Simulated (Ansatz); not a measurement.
# MoW14: the cost of one run

All numbers below are computed with Ansatz 0.2.0 (DFT PBE+D3(BJ), plane waves, PAW, scalar-relativistic, no spin polarisation).

## (1) Starting point

The cell holds 15 atoms (MoW14): a = 6.320 Å, b = 6.320 Å, c = 6.320 Å, α = 90.00°, β = 90.00°, γ = 90.00°.

Structure file:

```
CELL_PARAMETERS angstrom
6.32000 0.00000 0.00000
0.00000 6.32000 0.00000
0.00000 0.00000 6.32000
ATOMIC_POSITIONS crystal
Mo 0.99934 0.99785 0.99637
W 0.49105 0.00688 0.99049
W 0.00281 0.49939 0.00128
W 0.99031 0.99955 0.50220
W 0.24967 0.24530 0.24771
W 0.50213 0.50496 0.00296
W 0.49773 0.00119 0.48836
W 0.75183 0.25621 0.24128
W 0.99786 0.49265 0.49584
W 0.24960 0.75447 0.25080
W 0.25029 0.24815 0.75080
W 0.49974 0.49142 0.50507
W 0.74849 0.74375 0.24932
W 0.74954 0.25102 0.75109
W 0.75088 0.73807 0.75346
```

## (2) End point A

Contents of input.yaml:

```yaml
crystal:
  lattice:
    - [6.32, 0.0, 0.0]
    - [0.0, 6.32, 0.0]
    - [0.0, 0.0, 6.32]
  atoms:
    - { symbol: Mo, position: [-0.0006648, -0.0021487, -0.0036337] }
    - { symbol: W, position: [0.4910484, 0.0068795, -0.0095097] }
    - { symbol: W, position: [0.002808, 0.4993909, 0.0012843] }
    - { symbol: W, position: [-0.0096872, -0.0004525, 0.5021992] }
    - { symbol: W, position: [0.2496663, 0.2453032, 0.2477144] }
    - { symbol: W, position: [0.5021315, 0.504956, 0.0029633] }
    - { symbol: W, position: [0.4977334, 0.0011876, 0.4883573] }
    - { symbol: W, position: [0.7518269, 0.2562118, 0.2412767] }
    - { symbol: W, position: [-0.0021418, 0.4926534, 0.4958412] }
    - { symbol: W, position: [0.2496046, 0.754469, 0.2508022] }
    - { symbol: W, position: [0.2502879, 0.2481549, 0.7508028] }
    - { symbol: W, position: [0.499741, 0.4914159, 0.5050723] }
    - { symbol: W, position: [0.7484873, 0.7437529, 0.2493198] }
    - { symbol: W, position: [0.7495419, 0.2510207, 0.7510938] }
    - { symbol: W, position: [0.7508834, 0.7380693, 0.7534552] }
basis:
  ecutwfc: 420.0
kpoints:
  mp_grid: { grid: [3, 3, 3] }
hamiltonian:
  xc: pbe
  dispersion: d3bj
  pseudopotentials: { kind: paw, azcp: { folder: soft_1 } }
scf:
  occupations: { method: fermi_dirac, width: 0.15 }
  lower_state_search: "off"
relax:
  f_tol: 0.03
  max_steps: 60
  adjacent_minimum: "off"
```

Run with:

```bash
$ ansatz run input.yaml --threads 4 --pin off --max-ram 10240MiB --backend cpu --events-out ev --progress --plain --runs-dir out
```

Q: Estimate wall time and peak memory on 4 threads of Arm Neoverse V1, shared host.

About 53 s, with a peak of 1 GiB.
